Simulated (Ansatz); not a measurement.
**BClFO radical (SMILES [O]B(F)Cl): a rigid scan of the angle Cl4–B2–O1**

The task here is to estimate one member of a computed series from the others.

The runs use Ansatz 0.2.0, Gaussian basis; single points in def2-TZVPP.

Levels: PBE-D4, r2SCAN-D4, PBE0-D4, B3LYP-D4, wB97M-V, Hartree-Fock, MP2, CCSD, CCSD(T). The scan takes 90.2, 96.2, 102.2, 108.2, 114.2, 120.2, 126.2, 132.2, 138.2°.

Cores are frozen in the correlated methods. Orbitals are unrestricted. B3LYP uses VWN-RPA correlation.

19 further runs of the same task are left out: 19 set aside as unsound or not needed.

### Starting geometry

The minimum, relaxed at PBE0-D4: SMILES `[O]B(F)Cl`, 4 atoms, charge 0, spin multiplicity 2.

Atoms are counted from 1 here; the program's logs count them from 0.

Bond lengths: O1–B2 1.340 Å, B2–F3 1.313 Å, B2–Cl4 1.749 Å. Angles: O1–B2–F3 122.8°, O1–B2–Cl4 114.2°, F3–B2–Cl4 122.9°.

Geometry (Å):

```
O    -0.2399   -1.2574   -0.5180
B    -0.0973   -0.0060   -0.0617
F    -0.9969    0.9298   -0.2571
Cl    1.3897    0.2732    0.8165
```

Energies of the minimum (eV), from earlier single points: PBE-D4 -17956.68962, r2SCAN-D4 -17964.21536, PBE0-D4 -17957.68927, B3LYP-D4 -17968.02681, wB97M-V -17965.44595, CCSD(T) -17944.76937.

At the minimum the angle Cl4–B2–O1 is 114.2°.

Set-up of the first run:

The input, ccsdt-tzvpp/in.yaml:

```yaml
crystal:
  periodic: [false, false, false]
  atoms:
    - {symbol: O, position_ang: [-0.239850, -1.257377, -0.518040]}
    - {symbol: B, position_ang: [-0.097327, -0.006016, -0.061670]}
    - {symbol: F, position_ang: [-0.996910, 0.929849, -0.257113]}
    - {symbol: Cl, position_ang: [1.450312, -0.429879, 0.635161]}
basis:
  gaussian: {orbitals: def2-TZVPP}
magnetization: {spin_polarized: true, initial_magnetization: 1}
correlation: {method: ccsd_t}
scf: {omitted_lower_state_checks: [cluster_reference]}
```

The command line of these runs was not kept.

Among the steps run: Cl4–B2–O1 = 90.2°; Cl4–B2–O1 = 96.2°; Cl4–B2–O1 = 102.2°; Cl4–B2–O1 = 108.2°; Cl4–B2–O1 = 114.2°; Cl4–B2–O1 = 120.2°; Cl4–B2–O1 = 126.2°; Cl4–B2–O1 = 132.2°; Cl4–B2–O1 = 138.2°.

One table of the session follows, with a row left open; its other results are not shown here.

Energies less that of the minimum at the same level (meV):

```
      angle (°)  PBE-D4  PBE0-D4  B3LYP-D4  wB97M-V  Hartree-Fock
           90.2     533      629       641      666          1056
           96.2     275      343       346      368           606
          102.2     110      150       149      166           292
          108.2      21       38        37       45            94
          114.2       0        0         0        0             0
114.2 (minimum)       0        0         0        0             0
          120.2       ?        ?         ?        ?             ?
          126.2     169      158       163      149           118
          132.2     373      373       381      362           343
          138.2     673      703       714      693           703
```

**Question.** Estimate the row for angle (°) = 120.2.

**Answer.** PBE-D4: 48; PBE0-D4: 38; B3LYP-D4: 40; wB97M-V: 33; Hartree-Fock: 7.
